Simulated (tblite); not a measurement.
# C7H12O3: the cost of one run

Computed with tblite 0.8.0 and PySCF 2.14.0, with density-fitted response routines of our own, on a single molecule in the gas phase. Atoms count from 0, in the outputs and in this text.

### 1 The molecule as given

22 atoms, charge 0, multiplicity 1; geometry from: force field or distance geometry start.

Bonds of the start (Å): C0–O1 1.38, O1–C2 1.43, C2–C3 1.51, C2–C4 1.47, C4–O5 1.28, C4–O6 1.37, O6–C7 1.43, C7–C8 1.51, C8–C9 1.50, C9–C7 1.49, C0–H10 1.11, C0–H11 1.11, C0–H12 1.12, C2–H13 1.11, C3–H14 1.12, C3–H15 1.12, C3–H16 1.09, C7–H17 1.12, C8–H18 1.12, C8–H19 1.11, C9–H20 1.12, C9–H21 1.11.

### 2 Optimising the geometry with GFN2-xTB

What the job is given:

```
{"job": {"kind": "relax", "xc": "GFN2-xTB", "basis": "xTB"}, "charge": 0, "multiplicity": 1}
C     -3.322100     0.884500    -0.840100
O     -2.390500    -0.123800    -0.989700
C     -1.503500    -0.157100     0.125100
C     -1.558500    -1.541800     0.726900
C     -0.156700    -0.001600    -0.449100
O     -0.039300     0.115000    -1.721500
O      0.932500     0.016900     0.377900
C      2.211500     0.169200    -0.236400
C      3.228500     1.055600     0.431200
C      3.337800    -0.435200     0.524500
H     -3.981500     0.846800    -1.736000
H     -2.836300     1.881100    -0.844200
H     -3.878600     0.784000     0.123500
H     -1.764500     0.636000     0.852100
H     -1.032900    -2.189500    -0.017700
H     -0.943000    -1.630800     1.660700
H     -2.573400    -1.907100     0.898500
H      2.237900     0.255000    -1.352300
H      2.885600     1.662900     1.309000
H      3.971400     1.540100    -0.238400
H      4.077700    -0.970300    -0.116400
H      3.087200    -0.870600     1.511800
```

Launch:

```
$ OMP_NUM_THREADS=1 python probes_run.py task.json out
```

This one command runs all jobs of the session in turn.

**Question.** How long does this first job take on 1 thread of Arm Neoverse N1, shared host, and how much memory does it need?

About 1.6 s, with a peak of 0.18 GiB.
